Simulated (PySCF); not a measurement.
**PtSe2: relaxation and vibrations of the triplet**

Where does triplet PtSe2 go from a side-on start, is the end point a minimum, and what are its modes, charges and moments?

Computed with PySCF 2.14.0. Level: B3LYP, basis Pt def2-SVP with ECP60, Se def2-SVP, scalar-relativistic core potentials, no spin–orbit coupling, density fitting.

## Step 1: Starting geometry

3 atoms, charge 0, spin multiplicity 3.

Bond lengths: Pt1–Se2 2.462 Å, Pt1–Se3 2.462 Å, Se2–Se3 2.340 Å. Angles: Se2–Pt1–Se3 56.8°, Pt1–Se2–Se3 61.6°, Pt1–Se3–Se2 61.6°.

```xyz
3
charge 0 multiplicity 3
Pt    0.0000    0.0000    0.0000
Se    1.1700    0.0000    2.1659
Se   -1.1700    0.0000    2.1659
```

## Step 2: The SCF at the typed geometry

The steps below are one call of a driver around PySCF. For each, scf.py gives the equivalent set-up of the SCF; relaxations use the driver's own optimiser. After this first run the driver tries any further starts and a stability analysis.

Input file scf.py:

```python
from pyscf import gto, scf, dft
mol = gto.M(atom='''
Pt     0.000000     0.000000     0.000000
Se     1.170000     0.000000     2.165900
Se    -1.170000     0.000000     2.165900''',
    basis={'Pt': 'def2-SVP', 'Se': 'def2-SVP'},
    ecp={'Pt': 'def2-SVP'},
    charge=0, spin=2)
mf = dft.UKS(mol, xc='B3LYP')
mf.grids.atom_grid = (50, 194)
aux = {'Pt': 'def2-universal-JKFIT', 'Se': 'def2-universal-JKFIT'}
mf = mf.density_fit(auxbasis=aux)
mf.conv_tol = 1e-08
mf.diis_space = 10
mf.max_cycle = 60
mf.init_guess = 'minao'
mf.verbose = 4
mf.kernel()
```

Started as:

```console
$ OMP_NUM_THREADS=2 python axn.py task.json out
```

After this run come: Side-on start, triplet: relaxation; Vibrations and properties at this point.

Q: Predict the outcome of this session. Wanted: minimum; geometry; wavenumbers; dipole moment; highest occupied, lowest empty level; polar-tensor charge of Pt1; zero-point energy; atomisation energy; ⟨S²⟩.

The runs gave:

| quantity | value |
| --- | --- |
| minimum | triplet, C2v |
| geometry | Pt–Se 2.408 Å (×2), Se–Se 2.402 Å; Pt–Se–Se 60.1° (×2), Se–Pt–Se 59.8° |
| wavenumbers (cm⁻¹) | 130 (b2), 151 (a1), 302 (a1) |
| dipole moment | 1.01 D |
| highest occupied, lowest empty level (either spin) | -5.57, -3.98 eV |
| polar-tensor charge of Pt1 | +0.02 e |
| zero-point energy | 3.5 kJ/mol |
| entropy at 298.15 K | 337.3 J/(mol K) |
| atomisation energy (no zero-point energy) | 571 kJ/mol |
| ⟨S²⟩ | 2.014 |

What this shows: The molecule stays C2v, as typed, and the end point is a minimum. Only this shape and spin were tried, so other structures or states may lie lower. One determinant may miss the lowest occupation of an open d or f shell. With an element this heavy the missing spin–orbit coupling can shift these numbers.
